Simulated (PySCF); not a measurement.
# Tl(OH)3: other functionals and bases at one geometry

How far do other levels of theory move the description of Tl(OH)3, and what does each cost? It is a constructed species; whether it can be made isn't addressed.

Program: PySCF 2.14.0. Level of theory: several levels, as the steps say, no spin–orbit coupling. These are calculated values, not measurements.

4 further runs of the same task are left out: 1 for a known fault of the program, 2 that didn't finish, 1 set aside as unsound or not needed.

**1. Starting geometry**

7 atoms, charge 0, spin multiplicity 1.

Bond lengths: Tl1–O2 2.084 Å, Tl1–O4 2.113 Å, Tl1–O6 2.077 Å, O2–H3 0.971 Å, O4–H5 0.970 Å, O6–H7 0.971 Å. Angles: O2–Tl1–O4 125.6°, O2–Tl1–O6 123.8°, O4–Tl1–O6 110.6°, Tl1–O2–H3 106.0°, Tl1–O4–H5 107.9°, Tl1–O6–H7 104.6°.

Geometry (Å):

```xyz
7
charge 0, multiplicity 1
Tl    0.65625   -0.02054    0.18566
O    -0.43232   -0.00528    1.96291
H    -1.36627    0.05193    1.70362
O    -0.16599    0.01200   -1.76093
H    -1.13252   -0.01159   -1.67706
O     2.73181   -0.05252    0.10301
H     2.93904   -0.06211   -0.84600
```

Formal oxidation states: Tl +3. An earlier session relaxed this geometry at r2SCAN, Tl def2-SVP with ECP60, O def2-SVP, H def2-SVP (singlet, point group C1).

At r2SCAN on the finer grid: E = -399.728979 Eh, HOMO -6.87 eV, LUMO -3.57 eV, Mulliken charge on Tl1 +0.73 e, largest force component 0.026 eV/Å. 

Levels to run: BP86; revPBE; TPSS; BLYP; r2SCAN, TZVP; r2SCAN, x2c-SVP. Hardware: 2 threads of AMD EPYC 7R43 (Zen 3), shared host.

**2. BP86**

run.py (the lines that set the calculation) reads:

```python
mol = gto.M(atom='''
Tl     0.65625    -0.02054     0.18566
O     -0.43232    -0.00528     1.96291
H     -1.36627     0.05193     1.70362
O     -0.16599     0.01200    -1.76093
H     -1.13252    -0.01159    -1.67706
O      2.73181    -0.05252     0.10301
H      2.93904    -0.06211    -0.84600''',
    basis={'Tl': 'def2-SVP', 'O': 'def2-SVP', 'H': 'def2-SVP'},
    ecp={'Tl': 'def2-SVP'},
    charge=0, spin=0)
mf = dft.RKS(mol, xc='B88,P86')
mf.grids.atom_grid = (75, 302)
mf = mf.density_fit()  # fitting sets: Tl def2-universal-JKFIT, O def2-universal-JKFIT, H def2-universal-JKFIT
mf.conv_tol = 1e-08; mf.max_cycle = 55
mf.kernel(dm0)  # dm0: the density of the relaxed state
```

Started as:

```console
$ OMP_NUM_THREADS=2 python run.py
```

Output:

```text
init E= -399.918091815005
  HOMO = -0.235118900345757  LUMO = -0.134440167882328  gap/eV = 2.73961
cycle= 1 E= -399.919235360964  delta_E= -0.00114  |g|= 0.0649  |ddm|= 0.229
  HOMO = -0.251237213054103  LUMO = -0.141523046042174  gap/eV = 2.98547
cycle= 2 E= -399.913855551524  delta_E= 0.00538  |g|= 0.172  |ddm|= 0.233
  HOMO = -0.241068299130012  LUMO = -0.137140150939093  gap/eV = 2.82803
cycle= 3 E= -399.920250335299  delta_E= -0.00639  |g|= 0.0133  |ddm|= 0.155
  HOMO = -0.240734333220767  LUMO = -0.137008363179284  gap/eV = 2.82253
cycle= 4 E= -399.92024229494  delta_E= 8.04e-06  |g|= 0.0145  |ddm|= 0.0226
  HOMO = -0.240741177871081  LUMO = -0.137067152756682  gap/eV = 2.82111
cycle= 5 E= -399.920291596354  delta_E= -4.93e-05  |g|= 0.000895  |ddm|= 0.0137
  HOMO = -0.2406401087446  LUMO = -0.137055015062192  gap/eV = 2.81869
cycle= 6 E= -399.9202915817  delta_E= 1.47e-08  |g|= 0.000942  |ddm|= 0.00148
  HOMO = -0.240681492928091  LUMO = -0.137050778726184  gap/eV = 2.81994
cycle= 7 E= -399.920291788844  delta_E= -2.07e-07  |g|= 4.42e-05  |ddm|= 0.000919
  HOMO = -0.240677347030983  LUMO = -0.137049730969231  gap/eV = 2.81985
cycle= 8 E= -399.920291789294  delta_E= -4.5e-10  |g|= 8.53e-06  |ddm|= 4.77e-05
  HOMO = -0.240678260956693  LUMO = -0.137049922044437  gap/eV = 2.81987
Extra cycle  E= -399.920291789129  delta_E= 1.65e-10  |g|= 2.76e-05  |ddm|= 3.84e-05
converged SCF energy = -399.920291789129
```

It took 6.2 s on 2 threads of AMD EPYC 7R43 (Zen 3), shared host.

It gives: E = -399.920292 Eh, HOMO -6.55 eV, LUMO -3.73 eV, Mulliken charge on Tl1 +0.59 e, largest force component 0.471 eV/Å. 

**3. revPBE**

run.py (the lines that set the calculation): that of step 2 with these lines changed.

```diff
@@ -11,3 +11,3 @@
     charge=0, spin=0)
-mf = dft.RKS(mol, xc='B88,P86')
+mf = dft.RKS(mol, xc='PBE_R,PBE')
 mf.grids.atom_grid = (75, 302)
```

Started as:

```console
$ OMP_NUM_THREADS=2 python run.py
```

Output:

```text
init E= -399.774982836596
  HOMO = -0.228292409118222  LUMO = -0.126939609747861  gap/eV = 2.75795
cycle= 1 E= -399.775737500861  delta_E= -0.000755  |g|= 0.0634  |ddm|= 0.209
  HOMO = -0.244582147829804  LUMO = -0.134635267388486  gap/eV = 2.99181
cycle= 2 E= -399.770860290037  delta_E= 0.00488  |g|= 0.165  |ddm|= 0.211
  HOMO = -0.234292241204503  LUMO = -0.13013079604929  gap/eV = 2.83438
cycle= 3 E= -399.776649040139  delta_E= -0.00579  |g|= 0.0118  |ddm|= 0.148
  HOMO = -0.234163609579275  LUMO = -0.129906761767138  gap/eV = 2.83697
cycle= 4 E= -399.776660757246  delta_E= -1.17e-05  |g|= 0.00898  |ddm|= 0.0169
  HOMO = -0.233997100081412  LUMO = -0.129857307956506  gap/eV = 2.83379
cycle= 5 E= -399.7766797885  delta_E= -1.9e-05  |g|= 0.000988  |ddm|= 0.00868
  HOMO = -0.233983981484093  LUMO = -0.129887091489753  gap/eV = 2.83262
cycle= 6 E= -399.776680052177  delta_E= -2.64e-07  |g|= 0.00023  |ddm|= 0.00167
  HOMO = -0.233953957190955  LUMO = -0.1298763753726  gap/eV = 2.83210
cycle= 7 E= -399.776680050004  delta_E= 2.17e-09  |g|= 0.000249  |ddm|= 0.000438
  HOMO = -0.233962123995765  LUMO = -0.129870398375193  gap/eV = 2.83248
cycle= 8 E= -399.776680065017  delta_E= -1.5e-08  |g|= 1.06e-05  |ddm|= 0.000245
  HOMO = -0.233961982807426  LUMO = -0.129870148493747  gap/eV = 2.83248
cycle= 9 E= -399.776680065046  delta_E= -2.91e-11  |g|= 2.41e-06  |ddm|= 1.48e-05
  HOMO = -0.233962038313545  LUMO = -0.129870143567853  gap/eV = 2.83248
Extra cycle  E= -399.776680065032  delta_E= 1.4e-11  |g|= 8.26e-06  |ddm|= 1.1e-05
converged SCF energy = -399.776680065032
```

Run time: 6.5 s. Hardware: 2 threads of AMD EPYC 7R43 (Zen 3), shared host.

It gives: E = -399.776680 Eh, HOMO -6.37 eV, LUMO -3.53 eV, Mulliken charge on Tl1 +0.62 e, largest force component 0.592 eV/Å. 

**4. TPSS**

run.py (the lines that set the calculation): that of step 3 with these lines changed.

```diff
@@ -11,3 +11,3 @@
     charge=0, spin=0)
-mf = dft.RKS(mol, xc='PBE_R,PBE')
+mf = dft.RKS(mol, xc='TPSS')
 mf.grids.atom_grid = (75, 302)
```

Started as:

```console
$ OMP_NUM_THREADS=2 python run.py
```

Output:

```text
init E= -399.738808698288
  HOMO = -0.238454594803863  LUMO = -0.12756583777832  gap/eV = 3.01744
cycle= 1 E= -399.739899212754  delta_E= -0.00109  |g|= 0.0224  |ddm|= 0.134
  HOMO = -0.244439110138261  LUMO = -0.131478459399556  gap/eV = 3.07382
cycle= 2 E= -399.739631956345  delta_E= 0.000267  |g|= 0.0426  |ddm|= 0.0552
  HOMO = -0.24074119077273  LUMO = -0.129634790327753  gap/eV = 3.02336
cycle= 3 E= -399.739991223647  delta_E= -0.000359  |g|= 0.0102  |ddm|= 0.0419
  HOMO = -0.241082541257892  LUMO = -0.129319863246295  gap/eV = 3.04122
cycle= 4 E= -399.740000160701  delta_E= -8.94e-06  |g|= 0.00789  |ddm|= 0.0165
  HOMO = -0.240986314593902  LUMO = -0.129405239464976  gap/eV = 3.03628
cycle= 5 E= -399.740014207137  delta_E= -1.4e-05  |g|= 0.00135  |ddm|= 0.00765
  HOMO = -0.24103524323128  LUMO = -0.12944945943568  gap/eV = 3.03640
cycle= 6 E= -399.740014569061  delta_E= -3.62e-07  |g|= 0.000728  |ddm|= 0.00213
  HOMO = -0.240990153779567  LUMO = -0.129451204143173  gap/eV = 3.03513
cycle= 7 E= -399.740014686519  delta_E= -1.17e-07  |g|= 0.000191  |ddm|= 0.000858
  HOMO = -0.240991026245908  LUMO = -0.129441791068054  gap/eV = 3.03541
cycle= 8 E= -399.740014695162  delta_E= -8.64e-09  |g|= 9.81e-06  |ddm|= 0.00019
  HOMO = -0.240991711063343  LUMO = -0.129441287288113  gap/eV = 3.03544
Extra cycle  E= -399.74001469507  delta_E= 9.12e-11  |g|= 2.27e-05  |ddm|= 3.96e-05
converged SCF energy = -399.74001469507
```

Run time: 8.7 s. Hardware: 2 threads of AMD EPYC 7R43 (Zen 3), shared host.

Result: E = -399.740015 Eh, HOMO -6.56 eV, LUMO -3.52 eV, Mulliken charge on Tl1 +0.65 e, largest force component 0.385 eV/Å. 

**5. BLYP**

run.py (the lines that set the calculation): that of step 4 with these lines changed.

```diff
@@ -11,3 +11,3 @@
     charge=0, spin=0)
-mf = dft.RKS(mol, xc='TPSS')
+mf = dft.RKS(mol, xc='BLYP')
 mf.grids.atom_grid = (75, 302)
```

Started as:

```console
$ OMP_NUM_THREADS=2 python run.py
```

Output:

```text
init E= -399.703875765778
  HOMO = -0.227627762420809  LUMO = -0.127964861719509  gap/eV = 2.71197
cycle= 1 E= -399.707680665409  delta_E= -0.0038  |g|= 0.0175  |ddm|= 0.253
  HOMO = -0.232597570698153  LUMO = -0.129524251057859  gap/eV = 2.80477
cycle= 2 E= -399.707528185889  delta_E= 0.000152  |g|= 0.0328  |ddm|= 0.0643
  HOMO = -0.230504620484387  LUMO = -0.129426995009794  gap/eV = 2.75046
cycle= 3 E= -399.70774916942  delta_E= -0.000221  |g|= 0.0156  |ddm|= 0.0441
  HOMO = -0.231141693978637  LUMO = -0.129662717575673  gap/eV = 2.76138
cycle= 4 E= -399.707782346355  delta_E= -3.32e-05  |g|= 0.0096  |ddm|= 0.0205
  HOMO = -0.231163834790495  LUMO = -0.129834440444718  gap/eV = 2.75731
cycle= 5 E= -399.707801413791  delta_E= -1.91e-05  |g|= 0.00255  |ddm|= 0.0104
  HOMO = -0.231231974175367  LUMO = -0.129767604189979  gap/eV = 2.76099
cycle= 6 E= -399.707802239679  delta_E= -8.26e-07  |g|= 0.00168  |ddm|= 0.00336
  HOMO = -0.231107194883269  LUMO = -0.129720088101266  gap/eV = 2.75888
cycle= 7 E= -399.707802890617  delta_E= -6.51e-07  |g|= 0.00017  |ddm|= 0.0016
  HOMO = -0.231113473241239  LUMO = -0.129730866621891  gap/eV = 2.75876
cycle= 8 E= -399.707802897427  delta_E= -6.81e-09  |g|= 2.3e-05  |ddm|= 0.000278
  HOMO = -0.231112371753684  LUMO = -0.129726894554299  gap/eV = 2.75884
Extra cycle  E= -399.707802897033  delta_E= 3.94e-10  |g|= 4.67e-05  |ddm|= 0.000105
converged SCF energy = -399.707802897033
```

It took 6 s on 2 threads of AMD EPYC 7R43 (Zen 3), shared host.

It gives: E = -399.707803 Eh, HOMO -6.29 eV, LUMO -3.53 eV, Mulliken charge on Tl1 +0.58 e, largest force component 0.652 eV/Å. 

**6. r2SCAN, TZVP**

Basis: Tl def2-TZVP with ECP60, O def2-TZVP, H def2-TZVP. 

run.py (the lines that set the calculation): that of step 5 with these lines changed.

```diff
@@ -8,6 +8,6 @@
 H      2.93904    -0.06211    -0.84600''',
-    basis={'Tl': 'def2-SVP', 'O': 'def2-SVP', 'H': 'def2-SVP'},
-    ecp={'Tl': 'def2-SVP'},
+    basis={'Tl': 'def2-TZVP', 'O': 'def2-TZVP', 'H': 'def2-TZVP'},
+    ecp={'Tl': 'def2-TZVP'},
     charge=0, spin=0)
-mf = dft.RKS(mol, xc='BLYP')
+mf = dft.RKS(mol, xc='R2SCAN')
 mf.grids.atom_grid = (75, 302)
@@ -15,2 +15,2 @@
 mf.conv_tol = 1e-08; mf.max_cycle = 55
-mf.kernel(dm0)  # dm0: the density of the relaxed state
+mf.kernel(dm0)  # dm0: free metal ions and neutral atoms
```

Started as:

```console
$ OMP_NUM_THREADS=2 python run.py
```

Output:

```text
init E= -404.462631573731
  HOMO = -0.278358947346176  LUMO = -0.14856494513413  gap/eV = 3.53187
cycle= 1 E= -400.012416569912  delta_E= 4.45  |g|= 0.541  |ddm|= 2.48
  HOMO = -0.279370526248906  LUMO = -0.150264567442925  gap/eV = 3.51315
cycle= 2 E= -400.012253887794  delta_E= 0.000163  |g|= 0.36  |ddm|= 0.524
  HOMO = -0.24344001391554  LUMO = -0.130832762041116  gap/eV = 3.06420
cycle= 3 E= -400.006121940666  delta_E= 0.00613  |g|= 0.382  |ddm|= 0.588
  HOMO = -0.255121569419445  LUMO = -0.139258888828749  gap/eV = 3.15278
cycle= 4 E= -400.032873167347  delta_E= -0.0268  |g|= 0.127  |ddm|= 0.37
  HOMO = -0.268868021368823  LUMO = -0.14073714896897  gap/eV = 3.48662
cycle= 5 E= -400.035729803277  delta_E= -0.00286  |g|= 0.0552  |ddm|= 0.134
  HOMO = -0.265964608354049  LUMO = -0.140629043238057  gap/eV = 3.41055
cycle= 6 E= -400.036346417446  delta_E= -0.000617  |g|= 0.00665  |ddm|= 0.043
  HOMO = -0.266143224213453  LUMO = -0.140785024871619  gap/eV = 3.41117
cycle= 7 E= -400.036350095103  delta_E= -3.68e-06  |g|= 0.00354  |ddm|= 0.00617
  HOMO = -0.266144967477804  LUMO = -0.140759877553318  gap/eV = 3.41190
cycle= 8 E= -400.036351777709  delta_E= -1.68e-06  |g|= 0.00224  |ddm|= 0.00419
  HOMO = -0.266084936624797  LUMO = -0.140737952034058  gap/eV = 3.41087
cycle= 9 E= -400.036352822869  delta_E= -1.05e-06  |g|= 0.000162  |ddm|= 0.0016
  HOMO = -0.266097702339604  LUMO = -0.140748379239437  gap/eV = 3.41093
cycle= 10 E= -400.036352827712  delta_E= -4.84e-09  |g|= 4.51e-05  |ddm|= 0.000162
  HOMO = -0.266098290156083  LUMO = -0.140743555144795  gap/eV = 3.41108
Extra cycle  E= -400.036352826896  delta_E= 8.16e-10  |g|= 7.72e-05  |ddm|= 0.000161
converged SCF energy = -400.036352826896
```

It took 25 s on 2 threads of AMD EPYC 7R43 (Zen 3), shared host.

Read off: E = -400.036353 Eh, HOMO -7.24 eV, LUMO -3.83 eV, Mulliken charge on Tl1 +0.90 e, largest force component 0.397 eV/Å. 

**7. r2SCAN, x2c-SVP**

Basis: Tl x2c-SVPall, O x2c-SVPall, H x2c-SVPall. All electrons are treated, with the spin-free X2C Hamiltonian.

run.py (the lines that set the calculation) reads:

```python
mol = gto.M(atom='''
Tl     0.65625    -0.02054     0.18566
O     -0.43232    -0.00528     1.96291
H     -1.36627     0.05193     1.70362
O     -0.16599     0.01200    -1.76093
H     -1.13252    -0.01159    -1.67706
O      2.73181    -0.05252     0.10301
H      2.93904    -0.06211    -0.84600''',
    basis={'Tl': 'x2c-SVPall', 'O': 'x2c-SVPall', 'H': 'x2c-SVPall'},
    nucmod='G',
    charge=0, spin=0)
mf = dft.RKS(mol, xc='R2SCAN')
mf.grids.atom_grid = (99, 590)
mf = mf.density_fit()  # fitting sets: Tl AutoAux, O AutoAux, H AutoAux
mf = mf.sfx2c1e()
mf.conv_tol = 1e-08; mf.max_cycle = 55
mf.kernel(dm0)  # dm0: free metal ions and neutral atoms
```

Started as:

```console
$ OMP_NUM_THREADS=2 python run.py
```

Output:

```text
init E= -20480.2974513205
  HOMO = -0.267414175957671  LUMO = -0.13956043061859  gap/eV = 3.47908
cycle= 1 E= -20475.6096344081  delta_E= 4.69  |g|= 0.313  |ddm|= 3.08
  HOMO = -0.26351761397638  LUMO = -0.141839134771142  gap/eV = 3.31104
cycle= 2 E= -20475.6109836984  delta_E= -0.00135  |g|= 0.276  |ddm|= 0.555
  HOMO = -0.240319635550025  LUMO = -0.127594876463936  gap/eV = 3.06740
cycle= 3 E= -20475.6138363008  delta_E= -0.00285  |g|= 0.244  |ddm|= 0.534
  HOMO = -0.243876411561178  LUMO = -0.130813870838041  gap/eV = 3.07659
cycle= 4 E= -20475.6258177594  delta_E= -0.012  |g|= 0.0834  |ddm|= 0.302
  HOMO = -0.253057670853927  LUMO = -0.131848589264902  gap/eV = 3.29827
cycle= 5 E= -20475.6272660491  delta_E= -0.00145  |g|= 0.0286  |ddm|= 0.114
  HOMO = -0.25138328099493  LUMO = -0.131700118269313  gap/eV = 3.25674
cycle= 6 E= -20475.6274376626  delta_E= -0.000172  |g|= 0.00459  |ddm|= 0.0294
  HOMO = -0.251538120931568  LUMO = -0.131836390163907  gap/eV = 3.25725
cycle= 7 E= -20475.6274383355  delta_E= -6.73e-07  |g|= 0.00354  |ddm|= 0.00655
  HOMO = -0.251563214665677  LUMO = -0.13183687159415  gap/eV = 3.25792
cycle= 8 E= -20475.6274411996  delta_E= -2.86e-06  |g|= 0.000584  |ddm|= 0.00402
  HOMO = -0.251536107482185  LUMO = -0.131832105861932  gap/eV = 3.25731
cycle= 9 E= -20475.6274412747  delta_E= -7.51e-08  |g|= 5.68e-05  |ddm|= 0.00057
  HOMO = -0.251539101532406  LUMO = -0.131836491345571  gap/eV = 3.25727
cycle= 10 E= -20475.6274412752  delta_E= -4.44e-10  |g|= 1.62e-05  |ddm|= 9.29e-05
  HOMO = -0.251539197846268  LUMO = -0.131833369868123  gap/eV = 3.25736
Extra cycle  E= -20475.627441275  delta_E= 1.2e-10  |g|= 2.83e-05  |ddm|= 6.87e-05
converged SCF energy = -20475.627441275
```

Run time: 47 s. Hardware: 2 threads of AMD EPYC 7R43 (Zen 3), shared host.

Read off: E = -20475.627441 Eh, HOMO -6.84 eV, LUMO -3.59 eV, Mulliken charge on Tl1 +0.81 e, largest force component 0.331 eV/Å. 

**8. Results**

| level | state | HOMO (eV) | gap (eV) | charge on Tl1 (e) | dipole (D) | largest force (eV/Å) | basis functions | time |
| --- | --- | --- | --- | --- | --- | --- | --- | --- |
| r2SCAN (relaxed here) | singlet | -6.87 | 3.30 | 0.73 | 2.69 | 0.03 | 83 | 30 s |
| BP86 | singlet | -6.55 | 2.82 | 0.59 | 2.60 | 0.47 | 83 | 6.2 s |
| revPBE | singlet | -6.37 | 2.83 | 0.62 | 2.55 | 0.59 | 83 | 6.5 s |
| TPSS | singlet | -6.56 | 3.04 | 0.65 | 2.59 | 0.39 | 83 | 8.7 s |
| BLYP | singlet | -6.29 | 2.76 | 0.58 | 2.55 | 0.65 | 83 | 6 s |
| r2SCAN, TZVP | singlet | -7.24 | 3.41 | 0.90 | 2.55 | 0.40 | 161 | 25 s |
| r2SCAN, x2c-SVP | singlet | -6.84 | 3.26 | 0.81 | 2.67 | 0.33 | 119 | 47 s |

Times are on 2 threads of AMD EPYC 7R43 (Zen 3), shared host; the first row also made further properties.

In one basis the gap runs from 2.76 eV (BLYP) to 3.30 eV (r2SCAN). The largest leftover force, 0.65 eV/Å with BLYP, stands at a geometry relaxed at another level. The Mulliken charge on Tl spans +0.58 to +0.90 e over the levels. Total energies of different levels can't be compared. Spin–orbit coupling is left out throughout.
